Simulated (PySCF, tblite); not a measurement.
**C₇H₁₀AlN: geometry, infrared bands and NMR shifts**

What infrared bands and NMR shifts should C₇H₁₀AlN (`C=Cc1ccc[n+]([AlH3-])c1`) show?

The runs use tblite 0.8.0 and PySCF 2.14.0, with density-fitted response routines of our own; the level of theory stands in each step. All values are computed, except where a source is named. Atoms are numbered from 0 throughout.

## (1) Starting geometry

19 atoms, charge 0, multiplicity 1; geometry from: force field or distance geometry start.

Bonds of the start (Å): C0–C1 1.33, C1–C2 1.44, C2–C3 1.39, C3–C4 1.37, C4–C5 1.40, C5–N6 1.34, N6–Al7 1.88, N6–C8 1.36, C8–C2 1.40, C0–H9 1.09, C0–H10 1.07, C1–H11 1.10, C3–H12 1.07, C4–H13 1.08, C5–H14 1.09, Al7–H15 1.60, Al7–H16 1.59, Al7–H17 1.61, C8–H18 1.08.

## (2) Relaxing the molecule with GFN2-xTB

What the job is given:

```
{"job": {"kind": "relax", "xc": "GFN2-xTB", "basis": "xTB"}, "charge": 0, "multiplicity": 1}
C      3.305800    -0.968800     0.031000
C      2.007900    -1.244000     0.152700
C      0.958200    -0.267600     0.001500
C      1.220200     1.061000    -0.319300
C      0.164300     1.917400    -0.441600
C     -1.141400     1.443800    -0.277200
N     -1.394200     0.161600     0.022800
Al    -3.170700    -0.409900     0.252300
C     -0.364000    -0.709100     0.167200
H      3.979900    -1.805200     0.187700
H      3.680600     0.008000    -0.208300
H      1.712100    -2.275500     0.408800
H      2.224300     1.421800    -0.435600
H      0.383200     2.946400    -0.692800
H     -1.977000     2.140600    -0.382400
H     -3.196600    -2.001200     0.446400
H     -4.088600     0.074500    -0.952300
H     -3.713200     0.246500     1.617600
H     -0.600500    -1.731000     0.414000
```

Run with:

```sh
OMP_NUM_THREADS=1 python probes_run.py task.json out
```

The driver reads the jobs from task.json and runs them one after another.

**Question.** This job is followed by: GFN2-xTB harmonic vibrations, gas phase; GIAO PBE0/pcSseg-1 NMR shielding, non-relativistic, gas phase. Predict these results of the whole session: strongest single infrared mode (GFN2-xTB); zero-point energy (GFN2-xTB); ¹³C shifts against TMS (PBE0/pcSseg-1); ¹H shifts against TMS (PBE0/pcSseg-1, means over atoms taken as alike); ¹⁵N shifts against NH3 (PBE0/pcSseg-1); ²⁷Al shifts against AlH4- (PBE0/pcSseg-1); surface potential, 1st and 99th percentile.

The runs gave:

| quantity | value |
| --- | --- |
| strongest single infrared mode (GFN2-xTB) | 777 cm⁻¹, 642 km/mol |
| zero-point energy (GFN2-xTB) | 86.2 kcal/mol |
| ¹³C shifts against TMS (PBE0/pcSseg-1) | 155.8, 153.0, 139.6, 139.4, 139.3, 129.3, 124.9 ppm |
| ¹H shifts against TMS (PBE0/pcSseg-1, means over atoms taken as alike) | 9.16, 8.76, 8.54, 7.73, 6.96, 6.57, 6.04, 4.54 ppm |
| ¹⁵N shifts against NH3 (PBE0/pcSseg-1) | 286.9 ppm |
| ²⁷Al shifts against AlH4- (PBE0/pcSseg-1) | 73.2 ppm |
| surface potential, 1st and 99th percentile | -1.41 V and 1.75 V |

In words: The optimisation took 88 steps and gained 0.490 eV; among the close pairs (by a distance rule), N6–Al7 changed most, from 1.880 to 1.991 Å. All 51 modes are real, so the xTB geometry is a minimum. The strongest single mode, at 777 cm⁻¹, moves mainly H16 and H17. GFN2-xTB is a fitted tight-binding method: band positions and strengths are rough. Its intensities can rank the bands wrongly. At PBE0/pcSseg-1: Shielding is most anisotropic at N6 (span 466 ppm, paramagnetic term -349 ppm). NICS(1)zz of -25 ppm above the planar ring from C2 marks a diatropic (aromatic) ring current. At PBE0/pcSseg-1, counted by nearest atom on the grid, the HOMO lies on H16, H17 about 40 % each; Al7 8 %, the LUMO on C3, C5 about 18 % each; C0, C2 about 12 % each.
